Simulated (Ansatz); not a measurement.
Write a Python script for Ansatz 0.2.0 through its Python package that makes a calculation of the dielectric tensor and Born charges of YBiO₂F₂, space group P-4m2. Settings: PBEsol, PAW, the default cutoff (420 eV here), 5×5×4 k-points, fixed occupations.

```yaml
crystal:
  lattice:
    - [3.92847, 0.00000, 0.00000]
    - [0.00000, 3.92847, 0.00000]
    - [0.00000, 0.00000, 5.61481]
  atoms:
    - { symbol: Y, position: [0.00000, 0.00000, 0.00000] }
    - { symbol: Bi, position: [0.50000, 0.50000, 0.50000] }
    - { symbol: O, position: [0.00000, 0.50000, 0.74563] }
    - { symbol: O, position: [0.50000, 0.00000, 0.25437] }
    - { symbol: F, position: [0.00000, 0.50000, 0.21962] }
    - { symbol: F, position: [0.50000, 0.00000, 0.78038] }
```

Script `ybio2f2_eps.py`:
```python
# -*- coding: utf-8 -*-
import ansatz
import numpy as np


def main():
    cell = (
        ansatz.Lattice.from_parameters(3.928474, 3.928474, 5.614813, alpha=90.0, beta=90.0, gamma=90.0)
        .atom("Y", [0.0, 0.0, 0.0])
        .atom("Bi", [0.5, 0.5, 0.5])
        .atom("O", [0.0, 0.5, 0.74563])
        .atom("O", [0.5, 0.0, 0.25437])
        .atom("F", [0.0, 0.5, 0.21962])
        .atom("F", [0.5, 0.0, 0.78038])
    )

    setup = (
        cell.calculation()
        .functional("PBEsol")
        .kpoints(5, 5, 4)
        .scf(tolerance=1e-07)
        .occupations("fixed")
        .dielectric()
    )
    outcome = setup.run()
    response = outcome.dielectric
    eps = np.asarray(response.eps_inf)

    values = np.linalg.eigvalsh(eps)
    print("principal values of eps_inf:", np.round(values, 3))
    print("refractive indices:", np.round(np.sqrt(values), 3))
    for site, z in zip(outcome.lattice.sites, response.zstar_e):
        print(f"{site.symbol:2s} Z* trace/3 = {np.trace(z) / 3:+.3f} e")
    print(f"charge neutrality missed by {response.zstar_sum_residual_pre_e:.4f} e before the sum rule")


if __name__ == "__main__":
    main()
```

```console
$ python ybio2f2_eps.py
DeckWarning: basis.ecutwfc = 420 eV, auto-derived from the records' recommended cutoffs: set by Y (normal level)
principal values of eps_inf: [4.517 4.647 4.647]
refractive indices: [2.125 2.156 2.156]
Y  Z* trace/3 = +4.096 e
Bi Z* trace/3 = +4.334 e
O  Z* trace/3 = -2.437 e
O  Z* trace/3 = -2.437 e
F  Z* trace/3 = -1.778 e
F  Z* trace/3 = -1.778 e
charge neutrality missed by 0.0032 e before the sum rule
```
(Warnings from the package without file and line.)

No spin polarisation was allowed. The Fermi level of a run with fixed occupations marks the highest occupied state on its mesh, not mid-gap. Averages over directions belong to no single polarisation, least of all in layered crystals. Pressure is positive in compression. Spin-orbit coupling, which matters for elements this heavy, is left out. This cell is a computed structure, which may not be the phase found in nature. This is the electronic (clamped-ion) response; a semilocal gap that is too small tends to raise it. The typed mesh is that of the SCF; the response is solved on denser meshes that the run picks. It ran for 63 s on 1 thread of Arm Neoverse V2, with other jobs on the host, peak memory 0.79 GiB.

(A comment or docstring line of the script was reworded after the run, the code is as it ran; lines on the test bed's own set-up are left out of the output.)
